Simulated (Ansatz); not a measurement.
# CH₂Ga+ (triplet): from Hartree-Fock to the top rungs, cc-pVDZ

The task here is to estimate one member of a computed series from the others.

Program: Ansatz 0.2.0, Gaussian basis. Level of theory: cc-pVDZ, core rule «outside noble gas», up to 15 orbitals frozen. These are calculated values, not measurements.

The runs, in order: UHF; CCSD(T) on ROHF; CCSD(T) on UHF; BCCD(T) on ROHF; CISD; CCSDT(Q) on ROHF; CCSDT(Q) on UHF; CCSDTQ on ROHF; CCSDTQ on UHF.

5 further runs of the same task are left out: 2 for a known fault of the program, 3 set aside as unsound or not needed.

**The geometry**

The geometry is a PBE0/def2-TZVP stationary point (not a proven minimum) of the parent state, kept for this charge and spin. No spin-orbit coupling is included. The filled d shell of Ga may be among the frozen orbitals whatever the setting's name suggests; the logs give the count.

4 atoms, charge 1, spin multiplicity 3.

Atoms are counted from 1 here; the program's logs count them from 0.

Bond lengths: C1–Ga2 1.951 Å, Ga2–H3 1.561 Å, Ga2–H4 1.561 Å. Angles: C1–Ga2–H3 115.9°, C1–Ga2–H4 115.9°, H3–Ga2–H4 128.2°.

Set-up of the first run:

Contents of in.yaml:

```yaml
crystal:
  periodic: [false, false, false]
  atoms:
    - {symbol: C, position_ang: [0.000000, 0.000000, 1.687532]}
    - {symbol: Ga, position_ang: [0.000000, 0.000000, -0.263371]}
    - {symbol: H, position_ang: [0.000000, -1.404653, -0.945221]}
    - {symbol: H, position_ang: [0.000000, 1.404653, -0.945221]}
basis:
  gaussian: {orbitals: cc-pVDZ}
total_charge: 1
magnetization: {spin_polarized: true, initial_magnetization: 2}
hamiltonian: {xc: hf}
output: {orbitals: {seedname: orbitals}}
```

The run is started by

```console
$ ansatz run in.yaml --threads 1 --pin off --events-out ev --progress --plain --max-ram 4096MiB --backend cpu
```

Steps of the session up to this table: UHF; CCSD(T) on ROHF; CCSD(T) on UHF; BCCD(T) on ROHF; CISD; CCSDT(Q) on ROHF; CCSDT(Q) on UHF; CCSDTQ on ROHF; CCSDTQ on UHF.

One of the session's tables, all rows but one given; the rest of the session is left out.

```
   method  from UCCSDTQ (kJ/mol)
     ROHF                 +406.1
      UHF                 +396.8
     RMP2                 +117.5
     UMP2                      ?
    RCCSD                  +15.3
    UCCSD                  +15.0
 RCCSD(T)                   +5.1
 UCCSD(T)                   +4.9
  BCCD(T)                   +5.2
   RCCSDT                   +0.9
   UCCSDT                   +0.7
RCCSDT(Q)                   +0.3
UCCSDT(Q)                    0.0
  RCCSDTQ                   +0.2
  UCCSDTQ                      0
```

Estimate the missing values for UMP2.

**Answer.** from UCCSDTQ (kJ/mol): +115.9. In the column «from UCCSDTQ (kJ/mol)» it lies between RCCSD (+15.3) and RMP2 (+117.5).

To keep in mind: Restricted and unrestricted rows rest on different reference determinants; where their highest levels disagree by more than a few hundredths of an eV, they describe different states and don't form one ladder.
